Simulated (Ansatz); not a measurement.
Working through an active-space calculation of CH3Se (charge -1), SMILES C[Se-]

With the Ansatz DFT code, driven from Python.

Run as a notebook:

In [1]:
```python
import ansatz
```

In [2]:
```python
GEOMETRY = '''
C    -0.16670   -0.00460   -0.00340
Se    1.77530    0.04920    0.03610
H    -0.50170   -0.65200   -0.83970
H    -0.56220    1.02160   -0.14880
H    -0.54480   -0.41430    0.95570
'''
```

In [3]:
```python
mol = ansatz.Crystal.molecule()
for line in GEOMETRY.strip().splitlines():
    symbol, *xyz = line.split()
    mol = mol.atom(symbol, [float(v) for v in xyz])
```

In [4]:
```python
model = (
    mol.calculation()
    .basis(gaussian='def2-SVP')
    .charge(-1)
    .correlation(active_electrons=4, active_orbitals=4)
)
for method in [None]:
    summary = (model if method is None else model.correlation(method)).run().report
    space = summary['configurations']
    state = space['states'][0]
    print(method or 'casscf', f'total {summary["free_energy_ev"] / 27.211386246:.6f} Ha, active-space state {state["energy"]["hartree"]:.6f} Ha, mean field {summary["reference_energy_ev"] / 27.211386246:.6f} Ha')
    print('  determinants', state['n_determinants'], ' natural occupations', [round(n, 3) for n in space['natural_occupations']])
```
```text
casscf total -2439.161822 Ha, active-space state -2439.161822 Ha, mean field -2439.124752 Ha
  determinants 36  natural occupations [1.979, 1.971, 0.029, 0.021]
```

Total energies depend on the basis set; only differences at equal settings carry meaning. The geometry is a force-field or estimated start, not a minimum of this method, and the basis set is short of its limit. The active space starts as a window about the frontier orbitals and is then optimised, not chosen by chemistry. Anions want diffuse functions, which this basis lacks. Hardware and time: 2.8 s on 1 thread of Arm Neoverse V2, with other jobs on the host, peak memory 0.18 GiB.
